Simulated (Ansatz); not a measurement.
# CCl₂GeN radical: an energy map over two coordinates

How does the energy of CCl2GeN, SMILES N#[C][Ge]([Cl])[Cl], spin multiplicity 2 change over two coordinates at once? A grid of runs gives the map.

The runs use Ansatz 0.2.0; UKS PBE-D4/def2-SVP.

## Step 1: The system as given

SMILES `N#[C][Ge]([Cl])[Cl]`, 5 atoms, charge 0, spin multiplicity 2.

Atoms are counted from 1 here; the program's logs count them from 0.

Bond lengths: N1–C2 1.176 Å, C2–Ge3 1.950 Å, Ge3–Cl4 2.177 Å, Ge3–Cl5 2.176 Å. Angles: N1–C2–Ge3 174.2°, C2–Ge3–Cl4 105.8°, C2–Ge3–Cl5 105.9°, Cl4–Ge3–Cl5 110.3°.

Geometry (Å):

```xyz
5

N     1.44711   -1.45738    1.26824
C     0.67377   -0.72706    0.76675
Ge   -0.68942    0.50432    0.11253
Cl   -1.77284   -0.57651   -1.43596
Cl    0.39117    2.18302   -0.75296
```

This geometry comes from a loose relaxation at PBE in a small basis, which is not shown.

## Step 3: Setting up the map

- umbrella angle at Ge3 (between each of its bonds and their common axis; 90 is planar): 15 values from 56.5 to 123.5 °
- change of the bonds Ge3–C2, Ge3–Cl4, Ge3–Cl5, all alike: 15 values from −0.231 to 0.357 Å

Nothing else is relaxed (all other coordinates rigid). Energies count from the relaxed molecule at the same level. Points are written as (first, second).

(The set-up runs are not shown.)

## Step 4: Point (113.9°, 0.021 Å)

The input, input.yaml:

```yaml
crystal:
  periodic: [false, false, false]
  atoms:
    - { symbol: "N", position_ang: [1.512579, -1.480554, 1.154623] }
    - { symbol: C, position_ang: [0.71829, -0.744636, 0.696667] }
    - { symbol: Ge, position_ang: [-0.688798, 0.503208, 0.112781] }
    - { symbol: Cl, position_ang: [-1.703467, -0.596594, -1.49595] }
    - { symbol: Cl, position_ang: [0.442619, 2.14003, -0.818876] }
magnetization:
  spin_polarized: true
  initial_magnetization: 1
basis:
  gaussian: { orbitals: def2-SVP }
hamiltonian:
  xc: pbe
  dispersion: d4
output:
  forces: true
```

Run with:

```
ansatz run input.yaml --threads 1 --pin off --max-ram 2560MiB --backend cpu --events-out ev --progress --plain --runs-dir out
```

The session goes on with these runs: the other points that were computed.

**Question.** What will these runs give? Wanted: lowest point; highest computed point; largest force on an atom.

**Answer**, as computed:

| quantity | value |
| --- | --- |
| lowest point | (113.9°, 0.021 Å), 2.4 kJ/mol |
| highest computed point | (123.5°, −0.231 Å), 275 kJ/mol above the lowest |
| largest force on an atom (eV/Å) | 0.4 at (109.1°, 0.021 Å) to 7.8 at (56.5°, −0.231 Å); 0.7 at the lowest point |
| time for the whole task | 14 min on 1 thread, shared host |

What this shows: The lowest computed point is at (113.9°, 0.021 Å), 2.4 kJ/mol from the relaxed molecule at the same level. The grid is coarse, so the lowest point of the scanned range may lie between grid points; coordinates that were held can hide deeper minima. There is a further well near (66.1°, 0.021 Å) (1.1 kJ/mol above the lowest at that grid point). The highest computed point, (123.5°, −0.231 Å), lies 275 kJ/mol above the lowest. On the interpolated surface the easiest way out of the lowest well to the well at (66.1°, 0.021 Å) passes a barrier of about 100 kJ/mol. Round the minimum the two coordinates are nearly uncoupled.
